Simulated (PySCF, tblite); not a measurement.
# C₂H₇B₃F₃N₃O₂S: excited states

What do calculations give for the excited states of C₂H₇B₃F₃N₃O₂S (`CN1BNB(S(=O)(=O)C(F)(F)F)NB1`)?

Computed with tblite 0.8.0 and PySCF 2.14.0 and routines of our own; the level stands in each step. Atoms count from 0.

## Step 1: The starting structure

21 atoms, charge 0, multiplicity 1; geometry from: force field or distance geometry start.

## Step 2: Optimising the geometry with GFN2-xTB

Job settings and geometry (Å):

```
{"job": {"kind": "relax", "xc": "GFN2-xTB", "basis": "xTB"}, "charge": 0, "multiplicity": 1}
C     -3.010300     0.719500     0.421400
N     -2.336300    -0.507100     0.813600
B     -1.267800    -0.213700     1.904900
N      0.058900     0.440000     1.521400
B      0.598100    -0.335900     0.331700
S      2.373500    -0.822500     0.266300
O      2.850300    -1.122800     1.659200
O      2.531200    -2.051100    -0.571600
C      3.357900     0.495900    -0.419900
F      2.915700     0.772700    -1.700100
F      4.679000     0.120700    -0.459100
F      3.215600     1.628200     0.361900
N     -0.297900    -0.575100    -0.882500
B     -1.618600    -1.145000    -0.391200
H     -3.801500     0.503700    -0.336000
H     -3.545100     1.170100     1.308400
H     -2.315500     1.480900     0.004000
H     -1.457200    -0.585000     3.008800
H     -0.148900     1.405700     1.209600
H     -0.494700     0.360900    -1.301900
H     -2.295100    -1.723100    -1.162300
```

Run with:

```
$ OMP_NUM_THREADS=1 python excited_run.py task.json out
```

The driver reads the jobs from task.json and runs them one after another.

Output:

```text
step      E/eV     max force
  0   -1247.68838    6.432
  1   -1248.64955    1.790
  2   -1248.93827    1.197
  3   -1249.07796    0.756
  4   -1249.12893    0.796
  5   -1249.17967    0.839
  6   -1249.24425    0.898
  7   -1249.38094    1.285
  8   -1249.53476    1.810
  9   -1249.74116    2.374
 10   -1250.12218    2.253
 11   -1250.50232    1.562
 12   -1250.71030    3.059
 13   -1250.99166    1.423
 14   -1251.25388    2.115
 15   -1251.51806    1.508
 16   -1251.73598    2.035
 17   -1252.04075    1.862
 18   -1252.41206    1.608
 19   -1252.58964    1.387
 20   -1252.68783    3.004
 21   -1252.79150    1.695
 22   -1252.90848    1.000
 23   -1253.02560    0.807
 24   -1253.26385    1.454
 25   -1253.36659    0.961
 26   -1253.44225    0.784
 27   -1253.54836    0.983
 28   -1253.65848    1.100
 29   -1253.73946    0.797
 30   -1253.80084    0.438
 31   -1253.84012    0.464
 32   -1253.86952    0.535
 33   -1253.89153    0.409
 34   -1253.90748    0.415
 35   -1253.92383    0.312
 36   -1253.94169    0.348
 37   -1253.95443    0.303
 38   -1253.96344    0.181
 39   -1253.96777    0.169
 40   -1253.97139    0.202
 41   -1253.97546    0.192
 42   -1253.97932    0.139
 43   -1253.98239    0.132
 44   -1253.98499    0.114
 45   -1253.98767    0.111
 46   -1253.99042    0.105
 47   -1253.99242    0.102
 48   -1253.99355    0.093
 49   -1253.99434    0.080
 50   -1253.99530    0.071
 51   -1253.99651    0.096
 52   -1253.99781    0.102
 53   -1253.99901    0.103
 54   -1254.00013    0.085
 55   -1254.00131    0.085
 56   -1254.00255    0.095
 57   -1254.00377    0.085
 58   -1254.00488    0.086
 59   -1254.00592    0.074
 60   -1254.00696    0.071
 61   -1254.00798    0.066
 62   -1254.00892    0.061
 63   -1254.00971    0.059
 64   -1254.01028    0.041
 65   -1254.01071    0.041
 66   -1254.01101    0.031
 67   -1254.01121    0.026
 68   -1254.01134    0.025
 69   -1254.01143    0.024
 70   -1254.01153    0.022
 71   -1254.01164    0.022
 72   -1254.01178    0.031
 73   -1254.01193    0.033
 74   -1254.01210    0.028
 75   -1254.01227    0.025
 76   -1254.01242    0.025
 77   -1254.01253    0.020
 78   -1254.01263    0.021
 79   -1254.01272    0.020
 80   -1254.01281    0.021
 81   -1254.01291    0.022
 82   -1254.01301    0.019
 83   -1254.01310    0.019
 84   -1254.01318    0.019
 85   -1254.01326    0.020
 86   -1254.01335    0.022
 87   -1254.01346    0.024
 88   -1254.01356    0.023
 89   -1254.01366    0.022
 90   -1254.01379    0.024
 91   -1254.01393    0.026
 92   -1254.01407    0.022
 93   -1254.01418    0.020
 94   -1254.01427    0.026
 95   -1254.01439    0.028
 96   -1254.01460    0.039
 97   -1254.01488    0.044
 98   -1254.01517    0.033
 99   -1254.01540    0.030
100   -1254.01560    0.029
101   -1254.01584    0.038
102   -1254.01611    0.042
103   -1254.01633    0.028
104   -1254.01648    0.031
105   -1254.01660    0.031
106   -1254.01671    0.023
107   -1254.01680    0.017
108   -1254.01684    0.011
109   -1254.01686    0.010
110   -1254.01687    0.009
```

It took 1.3 s on 1 thread of Arm Neoverse V1, shared host; peak memory 0.24 GiB.

Relaxation path: (not every step is listed)

| step | energy from step 0 (eV) | largest force (eV/Å) |
| --- | --- | --- |
| 0 | 0.0000 | 6.4317 |
| 1 | -0.9612 | 1.7904 |
| 2 | -1.2499 | 1.1970 |
| 3 | -1.3896 | 0.7557 |
| 4 | -1.4406 | 0.7961 |
| 5 | -1.4913 | 0.8387 |
| 6 | -1.5559 | 0.8985 |
| 7 | -1.6926 | 1.2854 |
| 8 | -1.8464 | 1.8100 |
| 17 | -4.3524 | 1.8616 |
| 26 | -5.7539 | 0.7841 |
| 35 | -6.2354 | 0.3123 |
| 44 | -6.2966 | 0.1135 |
| 53 | -6.3106 | 0.1030 |
| 62 | -6.3205 | 0.0610 |
| 71 | -6.3233 | 0.0219 |
| 80 | -6.3244 | 0.0210 |
| 89 | -6.3253 | 0.0221 |
| 98 | -6.3268 | 0.0325 |
| 105 | -6.3282 | 0.0311 |
| 106 | -6.3283 | 0.0226 |
| 107 | -6.3284 | 0.0171 |
| 108 | -6.3285 | 0.0108 |
| 109 | -6.3285 | 0.0102 |
| 110 | -6.3285 | 0.0093 |

Close pairs (by a distance rule), those that changed most:

| bond | before (Å) | after (Å) | change (Å) |
| --- | --- | --- | --- |
| B4–N12 | 1.528 | 1.387 | -0.141 |
| N1–B2 | 1.555 | 1.419 | -0.136 |
| N3–B4 | 1.519 | 1.387 | -0.132 |
| S5–C8 | 1.783 | 1.914 | +0.131 |
| N1–B13 | 1.541 | 1.418 | -0.122 |
| B2–N3 | 1.528 | 1.431 | -0.097 |
| N12–B13 | 1.520 | 1.431 | -0.089 |
| S5–O6 | 1.503 | 1.441 | -0.062 |

The final coordinates are the input of the step that follows.

## Step 3: Vibrational analysis with GFN2-xTB

Job settings and geometry (Å):

```
{"job": {"kind": "ir", "xc": "GFN2-xTB", "basis": "xTB"}, "charge": 0, "multiplicity": 1}
C     -3.417275     0.610427     0.536854
N     -2.023552     0.178608     0.496787
B     -1.200495     0.416931     1.627924
N      0.171488     0.017919     1.547918
B      0.663151    -0.583703     0.399091
S      2.468020    -1.027710     0.304520
O      3.081363    -1.145955     1.603104
O      2.737643    -2.048109    -0.676514
C      3.232668     0.560668    -0.440354
F      2.636854     0.800993    -1.620388
F      4.543656     0.550175    -0.624031
F      2.920490     1.590090     0.364904
N     -0.148181    -0.818121    -0.700763
B     -1.528228    -0.439708    -0.679658
H     -4.024602    -0.004107    -0.124415
H     -3.808870     0.537109     1.549471
H     -3.499307     1.649665     0.212321
H     -1.620290     0.918648     2.595434
H      0.786018     0.165204     2.335711
H      0.235425    -1.270172    -1.518162
H     -2.214893    -0.641909    -1.602927
```

Output:

```text
mode    cm-1     km/mol
  1     -28.5      0.32
  2      18.1      0.13
  3      31.0      0.13
  4      34.6      0.49
  5      71.4      7.35
  6      94.5      2.25
  7     126.3      2.93
  8     152.5      5.43
  9     224.6     13.55
 10     248.8      4.25
 11     250.9      0.99
 12     260.5      0.02
 13     282.0      2.47
 14     325.0      8.24
 15     373.0      0.76
 16     374.3      2.21
 17     438.1    139.79
 18     467.3      1.77
 19     474.7    135.07
 20     489.6     76.56
 21     512.6      3.21
 22     546.2      0.38
 23     582.0     93.27
 24     649.4     16.55
 25     727.4      0.66
 26     729.7      0.42
 27     733.6      0.02
 28     805.0      1.78
 29     808.4    301.66
 30     907.9      0.89
 31     993.7      9.33
 32     995.3     16.92
 33    1043.8      1.08
 34    1062.9    170.63
 35    1065.3    192.69
 36    1076.9     49.85
 37    1105.4      4.38
 38    1121.5     81.94
 39    1141.4     10.12
 40    1154.1    391.38
 41    1161.1     21.16
 42    1183.5     25.34
 43    1249.5    481.76
 44    1299.3     23.34
 45    1321.6     17.47
 46    1384.0    627.86
 47    1416.0     21.75
 48    1478.6      9.41
 49    1479.5     88.82
 50    1492.7    330.06
 51    2656.4    153.10
 52    2660.8     90.74
 53    2976.3     27.91
 54    3024.1     17.59
 55    3027.8     29.43
 56    3449.5     17.30
 57    3451.7     11.72
```

It took 1.2 s on 1 thread of Arm Neoverse V1, shared host; peak memory 0.24 GiB.

The strongest bands and the atoms that carry them (share of the mass-weighted mode):

| cm⁻¹ | km/mol | atoms |
| --- | --- | --- |
| 808 | 301.7 | H18 22 %, H17 19 %, H19 17 %, H20 14 % |
| 1063 | 170.6 | C8 71 %, F11 16 %, F9 10 % |
| 1065 | 192.7 | C8 42 %, F9 12 % |
| 1154 | 391.4 | C8 49 %, F10 21 % |
| 1250 | 481.8 | S5 42 %, O7 28 %, O6 27 % |
| 1384 | 627.9 | N12 21 %, N3 21 %, B13 13 %, B2 13 % |
| 1493 | 330.1 | B4 34 %, H16 16 % |
| 2656 | 153.1 | H20 85 % |

## Step 4: Excited states: TDA CAM-B3LYP/def2-SVP

The job, as its differences from that of step 3:

```diff
@@ -1,2 +1,2 @@
-{"job": {"kind": "ir", "xc": "GFN2-xTB", "basis": "xTB"}, "charge": 0, "multiplicity": 1}
+{"job": {"kind": "states", "xc": "CAM-B3LYP", "basis": "def2-SVP", "tda": true, "soc": true, "nstates": 6, "ntriplets": 4, "nquad": 4}, "charge": 0, "multiplicity": 1}
 C     -3.417275     0.610427     0.536854
```

Method: TDA CAM-B3LYP/def2-SVP excited states, vertical, gas phase, spin-orbit mean-field couplings.

Output:

```text
coarse grid: 20016 points
cycle   1  E = -1165.9155839096  dE =  3.471e+00  |g| = 1.632e+00  |ddm| = 5.276e+00
cycle   2  E = -1165.0285126844  dE =  8.871e-01  |g| = 2.791e+00  |ddm| = 3.548e+00
cycle   3  E = -1166.4368513659  dE = -1.408e+00  |g| = 1.865e-01  |ddm| = 2.378e+00
cycle   4  E = -1166.4409129911  dE = -4.062e-03  |g| = 1.295e-01  |ddm| = 2.586e-01
cycle   5  E = -1166.4440710565  dE = -3.158e-03  |g| = 1.433e-02  |ddm| = 1.003e-01
cycle   6  E = -1166.4441165159  dE = -4.546e-05  |g| = 4.299e-03  |ddm| = 1.877e-02
cycle   7  E = -1166.4441207947  dE = -4.279e-06  |g| = 1.726e-03  |ddm| = 5.319e-03
final grid: 195600 points
cycle   8  E = -1166.5983892968  dE = -4.814e-05  |g| = 7.810e-03  |ddm| = 2.668e-02
cycle   9  E = -1166.5983863620  dE =  2.935e-06  |g| = 8.970e-03  |ddm| = 1.153e-02
cycle  10  E = -1166.5984011118  dE = -1.475e-05  |g| = 6.039e-04  |ddm| = 6.028e-03
cycle  11  E = -1166.5984011690  dE = -5.720e-08  |g| = 3.384e-04  |ddm| = 7.802e-04
cycle  12  E = -1166.5984011906  dE = -2.156e-08  |g| = 1.070e-04  |ddm| = 3.511e-04
cycle  13  E = -1166.5984011929  dE = -2.355e-09  |g| = 2.201e-05  |ddm| = 1.004e-04
cycle  14  E = -1166.5984011931  dE = -1.260e-10  |g| = 1.227e-05  |ddm| = 3.381e-05
converged SCF energy = -1166.5984011931

Singlet excitations
state   eV       nm        f     d(h-e)  d(exc)  Lambda  PR(NTO)  |dmu|/D   mu/D   main configurations
  1   5.6638   218.9   0.02148   1.114   2.921   0.587   1.033    3.997    1.802   H->L 0.89
  2   6.4119   193.4   0.00635   1.366   2.896   0.385   1.045    4.348    1.071   H-2->L 0.74, H-3->L 0.12
  3   6.4755   191.5   0.00222   0.453   2.703   0.499   1.930    1.565    6.905   H-3->L 0.49, H-1->L+1 0.33, H-2->L 0.11
  4   6.8126   182.0   0.28387   2.233   3.680   0.584   1.063    7.328   12.666   H-1->L 0.89
  5   7.0453   176.0   0.00591   1.172   3.005   0.476   1.041                     H-4->L 0.89
  6   7.0758   175.2   0.00532   1.488   2.933   0.394   1.096                     H-5->L 0.82, H-2->L 0.08

Triplet excitations (Tamm-Dancoff)
state   eV     d(h-e)  d(exc)  Lambda  PR(NTO)   main configurations
  1   4.9317   0.874   2.769   0.587   1.021   H->L 0.90
  2   5.5914   1.529   3.152   0.593   1.084   H-1->L 0.82
  3   5.8289   0.889   2.700   0.517   1.084   H-3->L 0.87
  4   6.0506   1.289   2.791   0.367   1.008   H-2->L 0.86
S1 - T1 = 0.7321 eV

Spin-orbit couplings |<S|Hso|T>| (cm-1)
             T1       T2       T3       T4
S0       25.409    2.097    1.806   18.071
S1        1.733    0.779    4.147   35.630
S2       30.327    3.416    1.402   11.405
S3        7.721    0.595    0.146    0.162
S4       12.909    0.357    0.202   10.749
S5       46.428    0.781    1.570   38.920
S6       13.196    2.577    0.459   38.094
T1 sublevels (cm-1): 0.000 0.124 0.159   radiative rates (1/s): 31.9 0.00322 40.5
```

It took 93 s on 1 thread of Arm Neoverse V1, shared host; peak memory 1.2 GiB.

Key values:

| quantity | value |
| --- | --- |
| S1 less T1 | 0.73 eV |

## Step 5: Outcome

| quantity | value |
| --- | --- |
| strongest single infrared mode (GFN2-xTB) | 1384 cm⁻¹, 628 km/mol |
| zero-point energy (GFN2-xTB) | 81.8 kcal/mol |
| S1 less T1 (step 4, TDA CAM-B3LYP/def2-SVP) | 0.73 eV |

In words: The lowest mode is imaginary (28i cm⁻¹), so the xTB geometry is not a minimum: the zero-point energy counts the real modes alone, and all values at this geometry belong to a saddle point. The strongest single mode, at 1384 cm⁻¹, is spread over many atoms; the largest shares are those of N12, N3. GFN2-xTB is a fitted tight-binding method: band positions and strengths are rough. Its intensities can rank the bands wrongly. In step 4, the number of triplets below S1 is 2, and the largest singlet-triplet spin-orbit coupling is S5–T1, 46.43 cm⁻¹.
